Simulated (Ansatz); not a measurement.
# CH5AlF2Si: one species, many methods

One table from this session's results is given with a row withheld; the runs are named, their logs left out.

Computed with Ansatz 0.2.0, Gaussian basis. Level: functionals in def2-TZVPP, the program's frozen cores in correlated methods.

Plan: LDA (SPW92), PBE-D4, revPBE-D4, BLYP-D4, r2SCAN-D4, B97M-V, PBE0-D4, B3LYP-D4, r2SCANh-D4, r2SCAN0-D4, HSE06-D4, BHLYP-D4, CAM-B3LYP-D4, LC-ωPBE, ωB97X-V, ωB97M-V, B2PLYP, PBE-QIDH; CCSD(T)/def2-SVP; CCSD(T)/def2-TZVPP; MP2/def2-QZVPP; extrapolation to the limit; RPA on PBE.

### Structure used throughout

An earlier PBE0-D4 in a triple-zeta def2 set relaxation fixed the geometry.

SMILES `FC[SiH](F)[AlH2]`, 10 atoms, charge 0, spin multiplicity 1.

Atoms are counted from 1 here; the program's logs count them from 0.

Bond lengths: F1–C2 1.389 Å, C2–Si3 1.892 Å, C2–H6 1.096 Å, C2–H7 1.098 Å, Si3–F4 1.611 Å, Si3–Al5 2.478 Å, Si3–H8 1.492 Å, Al5–H9 1.586 Å, Al5–H10 1.590 Å. Angles: F1–C2–Si3 112.0°, F1–C2–H6 108.0°, F1–C2–H7 108.3°, Si3–C2–H6 111.5°, Si3–C2–H7 109.5°, H6–C2–H7 107.5°, C2–Si3–F4 108.5°, C2–Si3–Al5 111.8°, C2–Si3–H8 106.8°, F4–Si3–Al5 110.9°, F4–Si3–H8 106.8°, Al5–Si3–H8 111.9°, Si3–Al5–H9 121.4°, Si3–Al5–H10 118.7°, H9–Al5–H10 119.8°.

Set-up of the first run:

Contents of in.yaml:

```yaml
crystal:
  periodic: [false, false, false]
  atoms:
    - {symbol: F, position_ang: [-1.032063, -2.516567, 0.430114]}
    - {symbol: C, position_ang: [-0.478410, -1.290421, 0.774458]}
    - {symbol: Si, position_ang: [0.008912, -0.280860, -0.749964]}
    - {symbol: F, position_ang: [1.212980, -1.041860, -1.503287]}
    - {symbol: Al, position_ang: [0.663817, 2.032419, -0.150269]}
    - {symbol: H, position_ang: [0.384624, -1.478988, 1.423640]}
    - {symbol: H, position_ang: [-1.217971, -0.731210, 1.362240]}
    - {symbol: H, position_ang: [-1.161754, -0.304872, -1.674651]}
    - {symbol: H, position_ang: [1.949221, 2.716965, -0.778617]}
    - {symbol: H, position_ang: [-0.246357, 2.844194, 0.869336]}
basis:
  gaussian: {orbitals: def2-TZVPP}
hamiltonian: {xc: lda}
output: {orbitals: {seedname: orbitals}}
```

Steps of the session up to this table: LDA; PBE-D4 (GGA); revPBE-D4 (GGA); BLYP-D4 (GGA); r2SCAN-D4 (meta-GGA); B97M-V (meta-GGA); PBE0-D4 (hybrid); B3LYP-D4 (hybrid); r2SCANh-D4 (hybrid); r2SCAN0-D4 (hybrid); HSE06-D4 (hybrid); BHLYP-D4 (hybrid); CAM-B3LYP-D4 (range-separated); LC-ωPBE (range-separated); ωB97X-V (range-separated); ωB97M-V (range-separated); B2PLYP (double hybrid); PBE-QIDH (double hybrid).

One of the session's tables, all rows but one given; the rest of the session is left out.

It belongs to the step «Frontier levels by functional». 

| functional | HOMO (eV) | LUMO (eV) | gap (eV) |
| --- | --- | --- | --- |
| LDA (SPW92) | -6.55 | -3.43 | 3.13 |
| PBE-D4 | -6.45 | -3.19 | 3.25 |
| revPBE-D4 | -6.40 | -3.08 | 3.32 |
| BLYP-D4 | -6.34 | -3.07 | 3.27 |
| r2SCAN-D4 | -6.72 | -2.96 | 3.76 |
| B97M-V | -6.80 | -3.18 | 3.62 |
| PBE0-D4 | -7.65 | -2.46 | 5.19 |
| B3LYP-D4 | -7.46 | -2.65 | 4.81 |
| r2SCANh-D4 | -7.16 | -2.70 | 4.46 |
| r2SCAN0-D4 | -7.82 | -2.33 | 5.49 |
| HSE06-D4 | -7.25 | -2.82 | 4.43 |
| BHLYP-D4 | -8.75 | -1.69 | 7.06 |
| CAM-B3LYP-D4 | -8.95 | -1.51 | 7.44 |
| LC-ωPBE | -10.22 | -0.43 | 9.79 |
| ωB97X-V | ? | ? | ? |
| ωB97M-V | -9.66 | -0.82 | 8.85 |

**Question.** Estimate the row for ωB97X-V.

As computed: HOMO (eV): -9.91; LUMO (eV): -0.54; gap (eV): 9.37. In the column «HOMO (eV)» it lies between LC-ωPBE (-10.22) and ωB97M-V (-9.66).
